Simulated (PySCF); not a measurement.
# C9H21OP2: the cost of one run

Programs: PySCF 2.14.0, with routines of our own; each step states its level. All values are computed. Atoms count from 0.

## 1. The starting structure

33 atoms, charge 1, multiplicity 1; geometry from: GFN2-xTB.

## 2. Magnetic properties: GIAO PBE/pcSseg-1

What the job is given:

```
{"job": {"kind": "mag", "xc": "PBE", "basis": "pcSseg-1", "isotopologues": 0}, "charge": 1, "multiplicity": 1}
C     -2.133932    -1.460727    -1.975698
C     -2.585332    -1.014233    -0.814264
P     -1.703194     0.228042     0.151097
C     -2.254089     1.811301    -0.571427
C     -2.463912     0.176769     1.814565
P      0.495468    -0.010751    -0.229052
C      0.768922    -1.265886     1.115758
C      0.104140    -2.600041     0.802406
C      0.998452     1.561041     0.659198
C      2.435960     1.726116     0.170020
O      2.778757     0.412485    -0.230669
C      3.984422     0.288031    -0.955184
H     -1.194620    -1.125898    -2.387568
H     -2.683166    -2.184633    -2.554816
H     -3.521184    -1.356556    -0.390094
H     -2.041712     2.634885     0.108124
H     -1.733928     1.972092    -1.514816
H     -3.326525     1.767129    -0.757736
H     -2.007206     0.935840     2.448354
H     -2.314090    -0.803486     2.263877
H     -3.530765     0.376951     1.727807
H      0.414448    -0.870671     2.071903
H      1.849127    -1.404062     1.185533
H      0.348675    -3.326253     1.574309
H      0.451033    -2.990825    -0.151282
H     -0.980873    -2.503961     0.755248
H      0.958862     1.428247     1.741148
H      0.377833     2.410290     0.376173
H      2.495472     2.410382    -0.685238
H      3.117136     2.083974     0.950330
H      4.072908    -0.758169    -1.238848
H      4.835288     0.571457    -0.329565
H      3.970689     0.912943    -1.852659
```

With the program's defaults for keys left out, this is: GIAO PBE/pcSseg-1 magnetisability, rotational g tensor and spin-rotation constants, non-relativistic, gas phase.

Launch:

```
> OMP_NUM_THREADS=1 python excited_run.py task.json out
```

This one command runs all jobs of the session in turn.

**Question.** How long does this first job take on 1 thread of Intel Xeon Platinum 8375C at 2.90GHz, shared host, and how much memory does it need?

About 5.9 min, with a peak of 1.4 GiB.
